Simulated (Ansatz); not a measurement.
# CH7GeNO: small, medium and large basis sets

One table from this session's results is given with a row withheld; the runs are named, their logs left out.

Method: one geometry, several basis sets; program: Ansatz 0.2.0, Gaussian basis.

Plan: PBE0-D4/def2-SVP; ωB97M-V/def2-SVP; PBE0-D4/def2-QZVPP; ωB97M-V/def2-QZVPP; the functionals' def2-TZVPP values are taken from earlier runs.

## Structure used throughout

An earlier PBE0-D4 in a triple-zeta def2 set relaxation fixed the geometry.

SMILES `[CH3][GeH]([NH2])[OH]`, 11 atoms, charge 0, spin multiplicity 1.

Atoms are counted from 1 here; the program's logs count them from 0.

Bond lengths: C1–Ge2 1.942 Å, C1–H5 1.091 Å, C1–H6 1.092 Å, C1–H7 1.091 Å, Ge2–N3 1.835 Å, Ge2–O4 1.782 Å, Ge2–H8 1.541 Å, N3–H9 1.010 Å, N3–H10 1.010 Å, O4–H11 0.961 Å. Angles: Ge2–C1–H5 109.8°, Ge2–C1–H6 110.9°, Ge2–C1–H7 109.9°, H5–C1–H6 108.6°, H5–C1–H7 108.7°, H6–C1–H7 108.9°, C1–Ge2–N3 107.4°, C1–Ge2–O4 111.6°, C1–Ge2–H8 113.5°, N3–Ge2–O4 106.0°, N3–Ge2–H8 115.3°, O4–Ge2–H8 102.9°, Ge2–N3–H9 115.4°, Ge2–N3–H10 116.2°, H9–N3–H10 109.2°, Ge2–O4–H11 110.4°.

The first run:

in.yaml reads:

```yaml
crystal:
  periodic: [false, false, false]
  atoms:
    - {symbol: C, position_ang: [-0.977322, 0.943975, -0.727887]}
    - {symbol: Ge, position_ang: [-0.206496, -0.520481, 0.288549]}
    - {symbol: N, position_ang: [1.394752, 0.065860, 0.967451]}
    - {symbol: O, position_ang: [0.184031, -1.910113, -0.757002]}
    - {symbol: H, position_ang: [-1.838026, 0.587301, -1.294780]}
    - {symbol: H, position_ang: [-1.305141, 1.747895, -0.065917]}
    - {symbol: H, position_ang: [-0.238403, 1.341035, -1.425966]}
    - {symbol: H, position_ang: [-1.176232, -1.128393, 1.320906]}
    - {symbol: H, position_ang: [1.434575, 1.048076, 1.198023]}
    - {symbol: H, position_ang: [1.778257, -0.470683, 1.731926]}
    - {symbol: H, position_ang: [1.015504, -1.761474, -1.214605]}
basis:
  gaussian: {orbitals: def2-SVP}
hamiltonian: {xc: pbe0, dispersion: d4}
output: {orbitals: {seedname: orbitals}}
```

On the command line:

```
ansatz run in.yaml --threads 4 --pin off --events-out ev --progress --plain --max-ram 10444MiB
```

Among the steps run: PBE0-D4 in def2-SVP; ωB97M-V in def2-SVP; PBE0-D4 in def2-QZVPP; ωB97M-V in def2-QZVPP.

One of the session's tables, all rows but one given; the rest of the session is left out.

| functional | basis | HOMO (eV) | LUMO (eV) |
| --- | --- | --- | --- |
| PBE0-D4 | def2-SVP | -7.21 | 1.39 |
| PBE0-D4 | def2-TZVPP | -7.45 | 0.75 |
| PBE0-D4 | def2-QZVPP | -7.51 | 0.35 |
| ωB97M-V | def2-SVP | -9.58 | 3.04 |
| ωB97M-V | def2-TZVPP | ? | ? |
| ωB97M-V | def2-QZVPP | -9.89 | 1.53 |

**Question.** Estimate the row for ωB97M-V, def2-TZVPP.

The run gave: HOMO (eV): -9.83; LUMO (eV): 2.17. In the column «HOMO (eV)» it lies between ωB97M-V, def2-QZVPP (-9.89) and ωB97M-V, def2-SVP (-9.58).
